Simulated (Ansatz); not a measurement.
# FGaH₄Si: one species, many methods

One table from this session's results is given with a row withheld; the runs are named, their logs left out.

Program: Ansatz 0.2.0, Gaussian basis. Level of theory: functionals in def2-TZVPP, the program's frozen cores in correlated methods. These are calculated values, not measurements.

Levels to be run: LDA (SPW92), PBE-D4, revPBE-D4, BLYP-D4, r2SCAN-D4, B97M-V, PBE0-D4, B3LYP-D4, r2SCANh-D4, r2SCAN0-D4, HSE06-D4, BHLYP-D4, CAM-B3LYP-D4, LC-ωPBE, ωB97X-V, ωB97M-V, B2PLYP, PBE-QIDH; CCSD(T)/def2-SVP; CCSD(T)/def2-TZVPP; MP2/def2-QZVPP; extrapolation to the limit; RPA on PBE.

## The relaxed structure

The geometry comes from an earlier relaxation with PBE0-D4 in a triple-zeta def2 set; it is a stationary point, not always the lowest conformer.

SMILES `[F][GaH][SiH3]`, 7 atoms, charge 0, spin multiplicity 1.

Atoms are counted from 1 here; the program's logs count them from 0.

Bond lengths: F1–Ga2 1.766 Å, Ga2–Si3 2.406 Å, Ga2–H4 1.565 Å, Si3–H5 1.487 Å, Si3–H6 1.487 Å, Si3–H7 1.487 Å. Angles: F1–Ga2–Si3 112.7°, F1–Ga2–H4 112.3°, Si3–Ga2–H4 135.0°, Ga2–Si3–H5 109.4°, Ga2–Si3–H6 111.2°, Ga2–Si3–H7 109.6°, H5–Si3–H6 108.8°, H5–Si3–H7 108.9°, H6–Si3–H7 108.9°.

Set-up of the first run:

File in.yaml:

```yaml
crystal:
  periodic: [false, false, false]
  atoms:
    - {symbol: F, position_ang: [0.231595, -2.152095, 1.342184]}
    - {symbol: Ga, position_ang: [0.019067, -0.400031, 1.279280]}
    - {symbol: Si, position_ang: [-0.029741, 0.450816, -0.970787]}
    - {symbol: H, position_ang: [-0.096851, 0.235435, 2.704704]}
    - {symbol: H, position_ang: [-1.196053, -0.125695, -1.691644]}
    - {symbol: H, position_ang: [-0.144380, 1.933443, -0.982970]}
    - {symbol: H, position_ang: [1.216374, 0.058117, -1.680777]}
basis:
  gaussian: {orbitals: def2-TZVPP}
hamiltonian: {xc: lda}
output: {orbitals: {seedname: orbitals}}
```

Among the steps run: LDA; PBE-D4 (GGA); revPBE-D4 (GGA); BLYP-D4 (GGA); r2SCAN-D4 (meta-GGA); B97M-V (meta-GGA); PBE0-D4 (hybrid); B3LYP-D4 (hybrid); r2SCANh-D4 (hybrid); r2SCAN0-D4 (hybrid); HSE06-D4 (hybrid); BHLYP-D4 (hybrid); CAM-B3LYP-D4 (range-separated); LC-ωPBE (range-separated); ωB97X-V (range-separated); ωB97M-V (range-separated); B2PLYP (double hybrid); PBE-QIDH (double hybrid).

One table of the session follows, with a row left open; its other results are not shown here.

It belongs to the step «Frontier levels by functional». 

| functional | HOMO (eV) | LUMO (eV) | gap (eV) |
| --- | --- | --- | --- |
| LDA (SPW92) | -6.96 | -2.97 | 3.99 |
| PBE-D4 | -6.86 | -2.73 | 4.12 |
| revPBE-D4 | -6.81 | -2.62 | 4.19 |
| BLYP-D4 | -6.74 | -2.66 | 4.07 |
| r2SCAN-D4 | -7.14 | -2.53 | 4.61 |
| B97M-V | -7.26 | -2.74 | 4.52 |
| PBE0-D4 | -8.03 | -1.96 | 6.07 |
| B3LYP-D4 | -7.84 | -2.22 | 5.62 |
| r2SCANh-D4 | -7.57 | -2.26 | 5.32 |
| r2SCAN0-D4 | -8.21 | -1.86 | 6.36 |
| HSE06-D4 | -7.64 | -2.33 | 5.31 |
| BHLYP-D4 | -9.09 | -1.22 | 7.86 |
| CAM-B3LYP-D4 | -9.31 | -1.04 | 8.27 |
| LC-ωPBE | -10.60 | 0.14 | 10.74 |
| ωB97X-V | ? | ? | ? |
| ωB97M-V | -10.07 | -0.22 | 9.85 |

Q: Estimate the row for ωB97X-V from the others.

The run gave: HOMO (eV): -10.27; LUMO (eV): -0.01; gap (eV): 10.27. In the column «HOMO (eV)» it lies between LC-ωPBE (-10.60) and ωB97M-V (-10.07).
